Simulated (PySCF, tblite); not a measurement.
**C6H5FNO radical: geometry, infrared bands and EPR parameters**

What infrared bands and EPR parameters should C6H5FNO radical (`Fc1oncc1[C@H]1[CH]C1`) show?

Computed with tblite 0.8.0 and PySCF 2.14.0, with density-fitted response routines of our own, on a single molecule in the gas phase. Atoms count from 0, in the outputs and in this text.

### 1 The molecule as given

14 atoms, charge 0, multiplicity 2; geometry from: force field or distance geometry start.

Bonds of the start (Å): F0–C1 1.35, C1–O2 1.31, O2–N3 1.31, N3–C4 1.35, C4–C5 1.38, C5–C6 1.46, C6–C7 1.50, C7–C8 1.52, C5–C1 1.39, C8–C6 1.50, C4–H9 1.09, C6–H10 1.13, C7–H11 1.10, C8–H12 1.10, C8–H13 1.11.

### 2 Relaxing the molecule with GFN2-xTB

The job: settings as JSON, then the geometry in Å.

```
{"job": {"kind": "relax", "xc": "GFN2-xTB", "basis": "xTB"}, "charge": 0, "multiplicity": 2}
F      0.730600     1.804000     1.563300
C      1.275600     0.945900     0.679800
O      2.511800     0.998200     0.248300
N      2.724200     0.022000    -0.595100
C      1.603500    -0.724700    -0.684200
C      0.638200    -0.155300     0.118600
C     -0.727000    -0.648800     0.293300
C     -1.806200     0.228700     0.857400
C     -1.814600    -0.153600    -0.614000
H      1.531900    -1.603300    -1.320700
H     -0.878000    -1.743800     0.541300
H     -1.613000     1.281900     1.111400
H     -1.549200     0.618000    -1.352600
H     -2.628500    -0.869500    -0.869100
```

On the command line:

```console
> OMP_NUM_THREADS=1 python probes_run.py task.json out
```

One launch serves the whole session: the jobs run in the order shown.

Log:

```text
step      E/eV     max force
  0    -732.80012    2.506
  1    -733.13240    1.121
  2    -733.20644    0.547
  3    -733.23696    0.451
  4    -733.25743    0.425
  5    -733.27237    0.278
  6    -733.28011    0.246
  7    -733.28463    0.205
  8    -733.28810    0.222
  9    -733.29130    0.172
 10    -733.29366    0.143
 11    -733.29537    0.103
 12    -733.29689    0.116
 13    -733.29838    0.114
 14    -733.29957    0.097
 15    -733.30054    0.079
 16    -733.30145    0.075
 17    -733.30226    0.071
 18    -733.30290    0.063
 19    -733.30343    0.063
 20    -733.30396    0.066
 21    -733.30452    0.066
 22    -733.30498    0.056
 23    -733.30533    0.047
 24    -733.30567    0.059
 25    -733.30614    0.061
 26    -733.30670    0.068
 27    -733.30727    0.064
 28    -733.30785    0.075
 29    -733.30855    0.103
 30    -733.30942    0.104
 31    -733.31022    0.074
 32    -733.31068    0.051
 33    -733.31091    0.049
 34    -733.31114    0.044
 35    -733.31151    0.058
 36    -733.31206    0.070
 37    -733.31272    0.087
 38    -733.31343    0.085
 39    -733.31427    0.084
 40    -733.31541    0.091
 41    -733.31690    0.112
 42    -733.31844    0.111
 43    -733.31978    0.097
 44    -733.32116    0.114
 45    -733.32315    0.129
 46    -733.32630    0.166
 47    -733.33031    0.295
 48    -733.31482    0.522
 49    -733.33648    0.181
 50    -733.33933    0.172
 51    -733.34353    0.314
 52    -733.34760    0.132
 53    -733.34986    0.129
 54    -733.35544    0.262
 55    -733.35845    0.162
 56    -733.36099    0.149
 57    -733.36801    0.212
 58    -733.36988    0.103
 59    -733.37118    0.071
 60    -733.37254    0.105
 61    -733.37345    0.067
 62    -733.37408    0.058
 63    -733.37487    0.045
 64    -733.37519    0.063
 65    -733.37558    0.050
 66    -733.37593    0.037
 67    -733.37624    0.047
 68    -733.37652    0.052
 69    -733.37680    0.041
 70    -733.37699    0.027
 71    -733.37711    0.033
 72    -733.37719    0.030
 73    -733.37726    0.025
 74    -733.37734    0.021
 75    -733.37740    0.023
 76    -733.37744    0.017
 77    -733.37747    0.013
 78    -733.37750    0.012
 79    -733.37753    0.016
 80    -733.37756    0.021
 81    -733.37759    0.019
 82    -733.37763    0.013
 83    -733.37766    0.009
```

Run time: 0.75 s. Hardware: 1 thread of Intel Xeon Platinum 8259CL at 2.50GHz, shared host; peak memory 0.18 GiB.

The steps of the relaxation: (not every step is listed)

```
step  energy from step 0 (eV)  largest force (eV/Å)
   0                   0.0000                2.5058
   1                  -0.3323                1.1206
   2                  -0.4063                0.5473
   3                  -0.4368                0.4514
   4                  -0.4573                0.4254
   5                  -0.4723                0.2779
   6                  -0.4800                0.2456
   7                  -0.4845                0.2055
   8                  -0.4880                0.2220
  15                  -0.5004                0.0785
  22                  -0.5049                0.0565
  29                  -0.5084                0.1025
  36                  -0.5119                0.0697
  43                  -0.5197                0.0966
  50                  -0.5392                0.1722
  57                  -0.5679                0.2116
  64                  -0.5751                0.0627
  71                  -0.5770                0.0334
  78                  -0.5774                0.0117
  79                  -0.5774                0.0165
  80                  -0.5774                0.0207
  81                  -0.5775                0.0194
  82                  -0.5775                0.0127
  83                  -0.5775                0.0088
```

Distances of close pairs at the start and the end, largest changes first:

```
  bond  before (Å)  after (Å)  change (Å)
 C7–C8       1.520      1.454      -0.066
C6–H10       1.133      1.084      -0.049
 N3–C4       1.350      1.301      -0.048
 O2–N3       1.307      1.353      +0.046
 C4–C5       1.379      1.422      +0.043
C8–H13       1.114      1.082      -0.032
 C6–C8       1.500      1.532      +0.032
C7–H11       1.100      1.069      -0.031
```

The end geometry stands in the next job.

### 3 Infrared spectrum with GFN2-xTB

The job: settings as JSON, then the geometry in Å.

```
{"job": {"kind": "ir", "xc": "GFN2-xTB", "basis": "xTB"}, "charge": 0, "multiplicity": 2}
F      0.495508     2.182116     0.499425
C      1.105838     1.049136     0.200024
O      2.432686     1.095352     0.072725
N      2.862980    -0.149921    -0.236970
C      1.818311    -0.923967    -0.294403
C      0.618462    -0.211771    -0.022528
C     -0.760543    -0.709625     0.015694
C     -1.728395    -0.131982     0.961705
C     -1.927472     0.168655    -0.447275
H      1.930105    -1.963556    -0.526344
H     -0.834625    -1.763820    -0.225117
H     -1.565936     0.525058     1.789598
H     -1.741820     1.174746    -0.809802
H     -2.705777    -0.340893    -0.998896
```

Log:

```text
mode    cm-1     km/mol
  1      47.0      0.38
  2     133.6      0.95
  3     163.7      2.52
  4     270.4      2.87
  5     325.0      2.64
  6     411.1      2.82
  7     415.5      4.49
  8     617.8     26.93
  9     625.5     30.64
 10     641.0      4.49
 11     661.7      9.58
 12     695.7     11.27
 13     855.4      1.84
 14     862.7      7.42
 15     899.2      2.74
 16     913.1     19.00
 17     958.3     17.02
 18     989.9     13.75
 19    1020.7     51.51
 20    1035.1     17.62
 21    1048.1      3.64
 22    1066.9     10.95
 23    1128.4      7.71
 24    1184.3    110.77
 25    1231.7      6.91
 26    1253.1     22.81
 27    1341.9     18.94
 28    1411.8     25.02
 29    1449.4     28.60
 30    1488.4    127.53
 31    1634.6     83.91
 32    3006.9     10.52
 33    3030.8     18.47
 34    3053.6     13.16
 35    3156.4     27.60
 36    3188.9      2.55
```

Wall time 0.66 s (1 thread of Intel Xeon Platinum 8259CL at 2.50GHz, shared host); peak memory 0.18 GiB.

The strongest bands and the atoms that carry them (share of the mass-weighted mode):

```
cm⁻¹  km/mol                                 atoms
 618    26.9   C1 42 %, O2 19 %, H11 12 %, C5 12 %
 626    30.6   H11 24 %, N3 22 %, C4 15 %, O2 11 %
1021    51.5             O2 43 %, N3 30 %, H9 21 %
1184   110.8    C1 24 %, C5 19 %, O2 17 %, C6 14 %
1449    28.6  C8 24 %, C6 20 %, H12 14 %, H13 13 %
1488   127.5             C4 41 %, N3 36 %, C1 11 %
1635    83.9             C5 41 %, C1 40 %, C4 10 %
3156    27.6                              H11 92 %
```

### 4 g tensor and hyperfine couplings: B3LYP/pcH-1

The job, as its differences from that of step 3:

```diff
@@ -1,2 +1,2 @@
-{"job": {"kind": "ir", "xc": "GFN2-xTB", "basis": "xTB"}, "charge": 0, "multiplicity": 2}
+{"job": {"kind": "epr", "basis": "pcH-1"}, "charge": 0, "multiplicity": 2}
 F      0.495508     2.182116     0.499425
```

Level: UKS B3LYP, pcH-1 on C F H N O, non-relativistic, mean-field spin-orbit, GIAO.

Log:

```text
UKS, coarse grid
  cycle   1  E = -461.20571468  |g| = 4.92e-01
  cycle   2  E = -461.08542760  |g| = 7.67e-01
  cycle   3  E = -461.30290360  |g| = 8.57e-02
  cycle   4  E = -461.30391260  |g| = 7.53e-02
  cycle   5  E = -461.30637342  |g| = 1.41e-02
  cycle   6  E = -461.30646266  |g| = 6.85e-03
  cycle   7  E = -461.30648706  |g| = 2.61e-03
  cycle   8  E = -461.30649124  |g| = 1.93e-03
  cycle   9  E = -461.30649262  |g| = 4.86e-04
UKS, final grid
  cycle   1  E = -461.30649803  |g| = 6.95e-04
  cycle   2  E = -461.30649762  |g| = 1.28e-03
  cycle   3  E = -461.30649821  |g| = 1.48e-04
  cycle   4  E = -461.30649822  |g| = 3.51e-05
  cycle   5  E = -461.30649822  |g| = 2.80e-05
E = -461.30649822 Eh   <S^2> = 0.7531 (exact 0.7500)
g shifts (ppm)      1          2          3
  rmc          -147       -147       -147
  gc             18          5          2
  oz_so         -26        492        932
  total        -155        350        787
hyperfine (MHz)  atom isotope    a_iso     a_fc   dipolar eigenvalues
    0   19F       5.97       5.97     -5.54     -0.97      6.52
    1   13C       2.41       2.41     -2.77     -1.46      4.23
    2   17O      -0.82      -0.82     -0.71      0.25      0.46
    3   14N       0.13       0.13     -0.22     -0.12      0.34
    4   13C       0.27       0.27     -0.80     -0.26      1.07
    5   13C      22.00      22.00     -3.28     -1.58      4.86
    6   13C     -15.69     -15.69     -4.58     -0.46      5.04
    7   13C     285.64     285.64    -75.12    -71.29    146.41
    8   13C     -22.33     -22.33     -5.52     -0.51      6.03
    9    1H      -0.50      -0.50     -1.01     -0.73      1.73
   10    1H      72.79      72.79     -6.45     -3.80     10.26
   11    1H     -12.82     -12.82    -33.38     -4.23     37.61
   12    1H      57.74      57.74     -5.60     -1.96      7.57
   13    1H      94.07      94.07     -6.59     -3.96     10.55
```

Wall time 96 s (1 thread of Intel Xeon Platinum 8259CL at 2.50GHz, shared host); peak memory 0.96 GiB.

Principal g values 2.00216, 2.00267, 2.00311; g(iso) = 2.00265, against 2.00232 for a free electron.

Hyperfine couplings, nucleus by nucleus at this fixed geometry (no averaging over rotations):

```
nuclei  isotope  a(iso) (MHz)  a(iso) (G, at g = 2.0023)  largest dipolar term (MHz)
    C7      13C         285.6                      101.9                       146.4
   H13       1H          94.1                       33.6                        10.5
   H10       1H          72.8                       26.0                        10.3
   H12       1H          57.7                       20.6                         7.6
    C8      13C         -22.3                       -8.0                         6.0
    C5      13C          22.0                        7.9                         4.9
    C6      13C         -15.7                       -5.6                         5.0
   H11       1H         -12.8                       -4.6                        37.6
    F0      19F           6.0                        2.1                         6.5
    C1      13C           2.4                        0.9                         4.2
    O2      17O          -0.8                       -0.3                        -0.7
    H9       1H          -0.5                       -0.2                         1.7
    C4      13C           0.3                        0.1                         1.1
    N3      14N           0.1                        0.0                         0.3
```

Mulliken spin populations:

F0 0.00; C1 0.02; O2 0.00; N3 0.00; C4 0.01; C5 0.00; C6 -0.02; C7 0.95; C8 -0.03; H9 0.00; H10 0.03; H11 -0.02; H12 0.02; H13 0.04

In first order the couplings over 0.8 MHz of 1H, 19F give 32 distinct lines over 86.8 G.

The fields below are evaluated on a grid from the run's orbitals.

ELF in a plane through or near 9 of the atoms.

Ten even steps from ' ' (0.00) to '@' (1.00):
```
                                                        
                                                        
                                                        
                    ::==++==::                          
            ....    --%%%%%%**::..                      
          --**##==  ..##++--%%++..                      
          ++%%@@%%==::########--                        
          ::##**--%%--==::::        ........            
    ....::::==##****--==##++      ::==++==::            
    ++##@@@@--::++  --++==++==::--++##%%**==..          
    ++%%@@@@::::%%==##::##==%%==++**++##++==..          
    ::++##**==**--****%%**##**::..++----====..          
      ..::....--**==++==::::**%%%%++  ..::::..          
            --%%@@@@%%..  ..@@@@@@%%                    
            **@@@@@@@@..  ..@@@@@@@@..                  
            ==%%@@@@##      **@@@@++                    
              ..====..        ::..                      
                                                        
                                                        
                                                        
```
The map spans 10.9 Å across and 9.7 Å up, centred on the molecule. Atoms in the plane (x, y in Å): F0 (-0.4, 2.3), C1 (-1.0, 1.1), O2 (-2.4, 1.2), N3 (-2.9, -0.1), C4 (-1.9, -0.9), C5 (-0.6, -0.2), C6 (0.7, -0.7), H9 (-2.0, -1.9), H10 (0.7, -1.8).

On the surface of density 0.002 e/bohr³ the electrostatic potential runs, from the 1st to the 99th percentile, from -1.56 V near N3 to 1.42 V near H9.

The spin density lies nearest to C7 71 %; H11 9 %.

### 5 Summary of results

```
                                                                  quantity                  value
                                 strongest single infrared mode (GFN2-xTB)  1488 cm⁻¹, 128 km/mol
                                              zero-point energy (GFN2-xTB)          60.4 kcal/mol
                                                            g(iso) (B3LYP)                2.00265
                                                                      ⟨S²⟩     0.753 (exact 0.75)
                                                            largest a(iso)   13C on C7, 285.6 MHz
potential on the surface of density 0.002 e/bohr³, 1st and 99th percentile     -1.56 V and 1.42 V
```

What this shows: Relaxing lowered the energy by 0.578 eV in 83 steps; the close pair that moved most is C7–C8, from 1.520 to 1.454 Å. No mode is imaginary among the 36: a minimum at this level. The strongest single mode, at 1488 cm⁻¹, moves mainly C4 and N3. GFN2-xTB is a fitted tight-binding method: band positions and strengths are rough. Its intensities can rank the bands wrongly. C7 carries the largest spin population, 0.95 e. The isotropic g lies 0.3 ppt above the free-electron value. These values are for one conformer; the search (at its own cheap level) found 2 more, at 1.21, 1.21 kcal/mol, and measured spectra average over such forms.
